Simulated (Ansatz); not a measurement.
# Os: the cost of one run

Computed with Ansatz 0.2.0 (DFT PBEsol, scalar-relativistic, unless a step's input says otherwise).

6 further runs of the same task are left out: 6 that didn't finish.

**1. Starting point**

Symmetry: P6_3/mmc, No. 194, hexagonal system. The conventional cell has a = 2.734 Å, b = 2.734 Å, c = 4.320 Å, α = 90.00°, β = 90.00°, γ = 120.00°. Os (site symmetry -6m2) has 12 Os at 2.68 to 2.73 Å as nearest neighbours.

Coordinates:

```cif
data_structure
_symmetry_space_group_name_H-M 'P 1'
_symmetry_Int_Tables_number 1
_cell_length_a 2.7341
_cell_length_b 2.7341
_cell_length_c 4.3197
_cell_angle_alpha 90.000
_cell_angle_beta 90.000
_cell_angle_gamma 120.000
_cell_volume 27.96
loop_
_atom_site_label
_atom_site_type_symbol
_atom_site_fract_x
_atom_site_fract_y
_atom_site_fract_z
_atom_site_occupancy
Os1 Os 0.33333 0.66667 0.25000 1
Os2 Os 0.66667 0.33333 0.75000 1
```

Atoms are numbered in the order of the input: Os1, Os2.

**2. The deformed structure**

Space group P6_3/mmc before, P6_3/mmc after.

**3. LAPW, all electrons**

input.yaml

```yaml
crystal:
  lattice:
    - [2.8161229748, 0.0, 0.0]
    - [-1.4080614874, 2.4388340364, 0.0]
    - [0.0, 0.0, 4.3197]
  atoms:
    - { symbol: Os, position: [0.3333333333, 0.6666666667, 0.25] }
    - { symbol: Os, position: [0.6666666667, 0.3333333333, 0.75] }
kpoints:
  mp_grid: { grid: [15, 15, 9] }
  band_path:
    path:
      - [0.0, 0.0, 0.0]
      - [0.5, 0.0, 0.0]
      - [0.3333333333, 0.3333333333, 0.0]
      - [0.0, 0.0, 0.0]
      - [0.0, 0.0, 0.5]
      - [0.5, 0.0, 0.5]
      - [0.3333333333, 0.3333333333, 0.5]
      - [0.0, 0.0, 0.5]
      - [0.5, 0.0, 0.5]
    npoints: 5
scf:
  occupations: { method: fermi_dirac, width: 0.05 }
hamiltonian:
  xc: pbesol
  pseudopotentials: { kind: all_electron, lapw: { basis_error: 0.0005 } }
output:
  forces: true
  stress: true
  eigenvalues: true
```

On the command line:

```bash
$ ansatz run input.yaml --threads 1 --pin off --max-ram 3072MiB --backend cpu --events-out ev --progress --plain --runs-dir out
```

Q: Estimate wall time and peak memory on 1 thread of Arm Neoverse V2, shared host.

About 85 s, with a peak of 0.73 GiB.
